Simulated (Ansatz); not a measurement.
# Si2C: the cost of one run

Method: DFT PBE, scalar-relativistic, plane waves, PAW, in Ansatz 0.2.0.

7 further runs of the same task are left out: 7 set aside as unsound or not needed.

## 1. The starting structure

The structure is tetragonal, space group I4/mcm (No. 140). The conventional cell has a = 5.667 Å, b = 5.667 Å, c = 4.717 Å, α = 90.00°, β = 90.00°, γ = 90.00°. Si (site symmetry m2m) is surrounded by 4 C at 2.42 Å and 3 Si at 2.68 to 2.71 Å. Around C (site symmetry 422) lie 2 C at 2.36 Å and 8 Si at 2.42 Å.

Structure file:

```cif
data_structure
_symmetry_space_group_name_H-M 'I4/mcm'
_symmetry_Int_Tables_number 140
_cell_length_a 5.6666
_cell_length_b 5.6666
_cell_length_c 4.7169
_cell_angle_alpha 90.000
_cell_angle_beta 90.000
_cell_angle_gamma 90.000
_cell_volume 151.46
loop_
_atom_site_label
_atom_site_type_symbol
_atom_site_symmetry_multiplicity
_atom_site_Wyckoff_symbol
_atom_site_fract_x
_atom_site_fract_y
_atom_site_fract_z
_atom_site_occupancy
Si1 Si 8 h 0.16700 0.66700 0.00000 1
C1 C 4 a 0.00000 0.00000 0.25000 1
```

This is candidate A: Cr2B type (I4/mcm, No. 140).

(A quick probe on a coarse mesh, which set the mesh and smearing, is not shown.)

## 3. Rough relaxation on the coarse mesh (candidate A)

The input, input.yaml:

```yaml
crystal:
  lattice:
    - [-2.8332947256, 2.8332947256, 2.3584378083]
    - [2.8332947256, -2.8332947256, 2.3584378083]
    - [2.8332947256, 2.8332947256, -2.3584378083]
  atoms:
    - { symbol: Si, position: [0.667, 0.167, 0.834] }
    - { symbol: Si, position: [0.167, 0.333, 0.5] }
    - { symbol: Si, position: [0.333, 0.833, 0.166] }
    - { symbol: Si, position: [0.833, 0.667, 0.5] }
    - { symbol: C, position: [0.25, 0.25, 0.0] }
    - { symbol: C, position: [0.75, 0.75, 0.0] }
basis:
  ecutwfc: 420
kpoints:
  mp_grid: { grid: [6, 6, 6] }
hamiltonian:
  xc: pbe
scf:
  occupations: { method: gaussian, width: 0.1 }
  lower_state_search: "off"
output:
  forces: true
  stress: true
  eigenvalues: true
relax:
  adjacent_minimum: "off"
  f_tol: 0.04
  max_steps: 70
  cell: { stress_tol: 0.4 }
```

Run with:

```
$ ansatz run input.yaml --threads 1 --pin off --max-ram 2560MiB --backend cpu --events-out ev --progress --plain --runs-dir out
```

What time and memory should one allow on 1 thread of Intel Xeon 6975P-C (Granite Rapids), shared host?

About 20 s, with a peak of 0.38 GiB.
